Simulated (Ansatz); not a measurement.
# CaPH5O6: the cost of one run

Method: DFT LDA, plane waves, PAW, scalar-relativistic, no spin polarisation, in Ansatz 0.2.0.

### 1 The starting structure

The cell holds 26 atoms (Ca2H10O12P2): a = 8.289 Å, b = 8.289 Å, c = 5.863 Å, α = 100.69°, β = 100.69°, γ = 134.58°.

Structure file:

```
CELL_PARAMETERS angstrom
3.20040 -7.64671 0.00000
3.20040 7.64671 0.00000
-2.81688 0.00000 5.14238
ATOMIC_POSITIONS crystal
Ca 0.92260 0.57740 0.75000
Ca 0.57740 0.92260 0.25000
H 0.70220 0.36220 0.13070
H 0.36220 0.70220 0.63070
H 0.00110 0.97930 0.10650
H 0.97930 0.00110 0.60650
H 0.07150 0.89490 0.27650
H 0.89490 0.07150 0.77650
H 0.50680 0.52740 0.50170
H 0.52740 0.50680 0.00170
H 0.42470 0.29050 0.35440
H 0.29050 0.42470 0.85440
P 0.40450 0.04910 0.73720
P 0.04910 0.40450 0.23720
O 0.59450 0.32950 0.97220
O 0.32950 0.59450 0.47220
O 0.53920 0.10280 0.56640
O 0.10280 0.53920 0.06640
O 0.14740 0.93400 0.60280
O 0.93400 0.14740 0.10280
O 0.38090 0.88670 0.85530
O 0.88670 0.38090 0.35530
O 0.05710 0.90830 0.11710
O 0.90830 0.05710 0.61710
O 0.56970 0.46090 0.48840
O 0.46090 0.56970 0.98840
```

### 2 Run 1

140 steps of 0.5 fs under a Langevin thermostat at 500 K.

Input file input.yaml:

```yaml
crystal:
  lattice:
    - [3.200399, -7.64671, 0.0]
    - [3.200399, 7.64671, 0.0]
    - [-2.816879, 0.0, 5.142383]
  atoms:
    - { symbol: Ca, position: [0.9226, 0.5774, 0.75] }
    - { symbol: Ca, position: [0.5774, 0.9226, 0.25] }
    - { symbol: H, position: [0.7022, 0.3622, 0.1307] }
    - { symbol: H, position: [0.3622, 0.7022, 0.6307] }
    - { symbol: H, position: [0.0011, 0.9793, 0.1065] }
    - { symbol: H, position: [0.9793, 0.0011, 0.6065] }
    - { symbol: H, position: [0.0715, 0.8949, 0.2765] }
    - { symbol: H, position: [0.8949, 0.0715, 0.7765] }
    - { symbol: H, position: [0.5068, 0.5274, 0.5017] }
    - { symbol: H, position: [0.5274, 0.5068, 0.0017] }
    - { symbol: H, position: [0.4247, 0.2905, 0.3544] }
    - { symbol: H, position: [0.2905, 0.4247, 0.8544] }
    - { symbol: P, position: [0.4045, 0.0491, 0.7372] }
    - { symbol: P, position: [0.0491, 0.4045, 0.2372] }
    - { symbol: O, position: [0.5945, 0.3295, 0.9722] }
    - { symbol: O, position: [0.3295, 0.5945, 0.4722] }
    - { symbol: O, position: [0.5392, 0.1028, 0.5664] }
    - { symbol: O, position: [0.1028, 0.5392, 0.0664] }
    - { symbol: O, position: [0.1474, 0.934, 0.6028] }
    - { symbol: O, position: [0.934, 0.1474, 0.1028] }
    - { symbol: O, position: [0.3809, 0.8867, 0.8553] }
    - { symbol: O, position: [0.8867, 0.3809, 0.3553] }
    - { symbol: O, position: [0.0571, 0.9083, 0.1171] }
    - { symbol: O, position: [0.9083, 0.0571, 0.6171] }
    - { symbol: O, position: [0.5697, 0.4609, 0.4884] }
    - { symbol: O, position: [0.4609, 0.5697, 0.9884] }
basis:
  ecutwfc: 420.0
kpoints:
  mp_grid: { grid: [2, 2, 2] }
hamiltonian:
  xc: lda
scf:
  occupations: { method: fermi_dirac, width: 0.05 }
  lower_state_search: "off"
md:
  timestep: 0.5
  n_steps: 140
  ensemble: nvt_langevin
  temperature: 500.0
  initial_velocities: maxwell_boltzmann
  seed: 229741
  friction: 0.02
```

On the command line:

```bash
ansatz run input.yaml --threads 1 --pin off --max-ram 3072MiB --backend cpu --events-out ev --progress --plain --runs-dir out
```

**Question.** How long does this run take on 1 thread of Arm Neoverse V2, shared host, and how much memory does it need?

About 12 min, with a peak of 0.64 GiB.
